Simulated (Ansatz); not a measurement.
# CH₇AlSi₂: how energies converge with the basis set

An exercise on one series of results from a longer session: the logs are not shown, and one member is left open.

Method: one geometry, several basis sets; program: Ansatz 0.2.0, Gaussian basis.

Levels to be run: PBE0-D4/def2-SVP; ωB97M-V/def2-SVP; PBE0-D4/def2-QZVPP; ωB97M-V/def2-QZVPP; the functionals' def2-TZVPP values are taken from earlier runs.

## Structure used throughout

The geometry comes from an earlier relaxation with PBE0-D4 in a triple-zeta def2 set; it is a stationary point, not always the lowest conformer.

11 atoms, charge 0, spin multiplicity 1.

Atoms are counted from 1 here; the program's logs count them from 0.

Bond lengths: Si1–Al2 2.446 Å, Si1–H5 1.491 Å, Si1–H6 1.489 Å, Si1–H7 1.488 Å, Al2–C3 1.962 Å, Al2–Si4 2.337 Å, C3–Si4 1.916 Å, C3–H8 1.097 Å, C3–H9 1.089 Å, Si4–H10 1.488 Å, Si4–H11 1.489 Å. Angles: Al2–Si1–H5 108.5°, Al2–Si1–H6 111.6°, Al2–Si1–H7 112.0°, H5–Si1–H6 108.1°, H5–Si1–H7 108.1°, H6–Si1–H7 108.5°, Si1–Al2–C3 141.3°, Si1–Al2–Si4 166.4°, C3–Al2–Si4 52.0°, Al2–C3–Si4 74.1°, Al2–C3–H8 111.0°, Al2–C3–H9 127.2°, Si4–C3–H8 112.0°, Si4–C3–H9 119.4°, H8–C3–H9 109.1°, Al2–Si4–C3 53.9°, Al2–Si4–H10 129.6°, Al2–Si4–H11 119.0° and more.

The first run:

Contents of in.yaml:

```yaml
crystal:
  periodic: [false, false, false]
  atoms:
    - {symbol: Si, position_ang: [-1.299002, 2.198516, -0.626181]}
    - {symbol: Al, position_ang: [0.047888, 0.200610, -0.207304]}
    - {symbol: C, position_ang: [0.269510, -1.252051, 1.092966]}
    - {symbol: Si, position_ang: [1.500953, -1.625237, -0.326264]}
    - {symbol: H, position_ang: [-2.531418, 1.792438, -1.360526]}
    - {symbol: H, position_ang: [-1.713002, 2.857230, 0.643696]}
    - {symbol: H, position_ang: [-0.572931, 3.195030, -1.458955]}
    - {symbol: H, position_ang: [0.779434, -0.896046, 1.996216]}
    - {symbol: H, position_ang: [-0.467546, -2.004255, 1.372085]}
    - {symbol: H, position_ang: [2.941734, -1.715222, 0.036488]}
    - {symbol: H, position_ang: [1.109880, -2.807914, -1.141721]}
basis:
  gaussian: {orbitals: def2-SVP}
hamiltonian: {xc: pbe0, dispersion: d4}
output: {orbitals: {seedname: orbitals}}
```

Started as:

```
ansatz run in.yaml --threads 2 --pin off --events-out ev --progress --plain --max-ram 4352MiB
```

Steps of the session up to this table: PBE0-D4 in def2-SVP; ωB97M-V in def2-SVP; PBE0-D4 in def2-QZVPP; ωB97M-V in def2-QZVPP.

One table of the session follows, with a row left open; its other results are not shown here.

It belongs to the step «Functionals by basis». 

| functional | basis | HOMO (eV) | LUMO (eV) |
| --- | --- | --- | --- |
| PBE0-D4 | def2-SVP | -5.96 | -2.15 |
| PBE0-D4 | def2-TZVPP | -5.94 | -2.15 |
| PBE0-D4 | def2-QZVPP | -5.94 | -2.16 |
| ωB97M-V | def2-SVP | -7.84 | -0.41 |
| ωB97M-V | def2-TZVPP | ? | ? |
| ωB97M-V | def2-QZVPP | -7.86 | -0.52 |

Q: Estimate the row for ωB97M-V, def2-TZVPP from the others.

As computed: HOMO (eV): -7.85; LUMO (eV): -0.46. In the column «HOMO (eV)» it lies between ωB97M-V, def2-QZVPP (-7.86) and ωB97M-V, def2-SVP (-7.84).
